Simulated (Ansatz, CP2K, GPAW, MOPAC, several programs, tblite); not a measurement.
## What each method gives for TlZnBr3 (cubic perovskite)

TlZnBr3 in the cubic perovskite structure, relaxed with r2SCAN in Ansatz, was computed with several methods. It is cubic, Pm-3m (No. 221); a = 5.200 Å in the conventional setting, 28.13 Å³ an atom. Around Tl lie 12 Br at 3.68 Å; around Zn lie 6 Br at 2.60 Å; around Br lie 2 Zn at 2.60 Å and 4 Tl at 3.68 Å. Values at 0 K without nuclear motion; spin polarisation is off, and the phase may be a hypothetical one.

```xyz
5
Lattice="5.2004 0.0000 0.0000 0.0000 5.2004 0.0000 0.0000 0.0000 5.2004" Properties=species:S:1:pos:R:3 pbc="T T T"
Tl    0.0000    0.0000    0.0000
Zn    2.6002    2.6002    2.6002
Br    2.6002    2.6002    0.0000
Br    2.6002    0.0000    2.6002
Br    0.0000    2.6002    2.6002
```

Gaps and times are for a single point on this cell; volume and bulk modulus come from each method's own relaxation or energy curve at fixed shape. Times are rough, from shared hosts (Arm Neoverse V1), and each method has its own mesh and cell size. A dagger marks a closed or tiny gap in a crystal that DFT finds insulating: a failure of the method or a wrong SCF state. A star marks a curve whose lowest point is an end point. PM6 (MOPAC), PM7 (MOPAC), GFN1-xTB (tblite), GFN2-xTB (tblite) treat a cluster of cells at its zone centre, which samples few k points: where these miss a band edge, the gap comes out too large for that reason alone. Gaps from k meshes are read at a limited set of points (mesh, symmetry points, PBE's band edges), so each method's own least gap may be somewhat smaller. xTB and the PM methods were fitted mostly to molecules, and can miss a solid's gap by electronvolts. Minimal bases can be far off for gaps. GLLB-SC's gap includes the derivative discontinuity. d marks a direct gap, i an indirect one (no mark: not told apart), a dash a value that wasn't computed or didn't pass its checks.

```csv
method,kind,gap (eV),own volume (Å³/atom),bulk modulus (GPa),atoms computed,processor time
"light PBE (260 eV, its own mesh)",light plane-wave,0.26 i,–,–,5,1.4 s
GFN1-xTB (tblite),tight binding,0.14†,–,–,40,1.9 s
GFN2-xTB (tblite),tight binding,2.95,26.46,49,40,2.9 s
PM7 (MOPAC),semi-empirical,6.60,–,–,40,4 s
PBE,semilocal,0.30 i,29.26,30,5,6.4 s
PBE/SZV (CP2K),small basis,0.41 i,31.40*,–,5,8.5 s
r2SCAN,semilocal,0.88 i,28.13,36,5,15 s
PBE/DZVP (CP2K),small basis,0.44 i,29.67,28,5,25 s
GLLB-SC (GPAW),model potential,1.22,–,–,5,30 s
PM6 (MOPAC),semi-empirical,3.26,–,–,40,41 s
```

Against r2SCAN (0.88 eV) and with closed or daggered gaps left aside, the nearest gap at the points sampled is that of GLLB-SC (GPAW) (+0.34 eV) and the farthest that of PM7 (MOPAC) (+5.71 eV). r2SCAN is only a yardstick of convenience: semilocal gaps usually lie below measured ones, which GLLB-SC and hybrids aim to mend.

Volumes against r2SCAN's: GFN2-xTB (tblite) -5.9 %, PBE +4.0 %, PBE/DZVP (CP2K) +5.5 %.

Spin-orbit coupling is left out; in compounds of Pb, Bi, Tl or Hg it can lower a gap by up to about 1 eV, split its edges or invert the bands.
